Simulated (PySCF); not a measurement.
# The bond of BI−, level by level

One table from this session's results is given with a row withheld; the runs are named, their logs left out.

Program: PySCF 2.14.0. Level of theory: B aug-cc-pVDZ, I aug-cc-pVDZ-PP with ECP28, scalar-relativistic core potentials. These are calculated values, not measurements.

The first run:

Settings of the job:

* atoms: B, I
* charge: -1
* basis: B aug-cc-pVDZ, I aug-cc-pVDZ-PP with ECP28
* Hamiltonian: scalar-relativistic core potentials
* basis functions: 55
* electrons treated: 31
* masses in u: 11.0093, 126.9045
* levels: PBE0, PBE, r²SCAN, PW91, MN15, BP86, CAM-B3LYP, HF, MP2, SCS-MP2
* grid: 80 radial by 434 angular points
* occupations: held fixed by the projection of orbital angular momentum
* dissociation limit: B + I−, each in its ground configuration
* starting distance in angstrom: 2.225
* values of 2S to try: 1, 3

The run is started by

```
$ OMP_NUM_THREADS=1 python dia.py task.json out
```

Steps of the session up to this table: The job; The PBE0 curve of the state that the search chose; Higher solutions at PBE0; PBE; r²SCAN; PW91 (GGA); MN15; BP86 (GGA); CAM-B3LYP (range-separated hybrid); UHF (mean field).

One table of the session follows, with a row left open; its other results are not shown here.

It belongs to the step «The curves together». Energy (eV) from each level's lowest point:

```
R (Å)    UHF  UHF-MP2  UHF-SCS-MP2    PBE   PW91
2.063  0.700    0.405        0.447  0.361  0.365
2.159  0.416    0.181        0.213  0.149  0.152
2.255  0.237    0.061        0.082  0.040  0.043
2.327  0.149    0.017        0.030  0.006  0.007
2.399  0.089    0.000        0.005  0.000  0.000
2.471  0.048    0.003        0.000  0.015  0.014
2.567  0.016    0.026        0.014  0.058  0.055
2.687  0.000    0.075        0.051  0.135  0.131
2.831      ?        ?            ?      ?      ?
3.023  0.022    0.246        0.192  0.398  0.391
```

Estimate the missing values for R (Å) = 2.831.

Worked estimate for «UHF». A straight line through the neighbours (2.687, 0.000) and (3.023, 0.022) gives 0.000 + (0.022 − 0.000) × (2.831 − 2.687) / (3.023 − 2.687) = 0.009; a parabola fitted to 3 rows on both sides gives -0.003.

As computed: UHF: 0.001; UHF-MP2: 0.147; UHF-SCS-MP2: 0.109; PBE: 0.245; PW91: 0.239. In «UHF» the line misses by +0.008 and the parabola by -0.004.
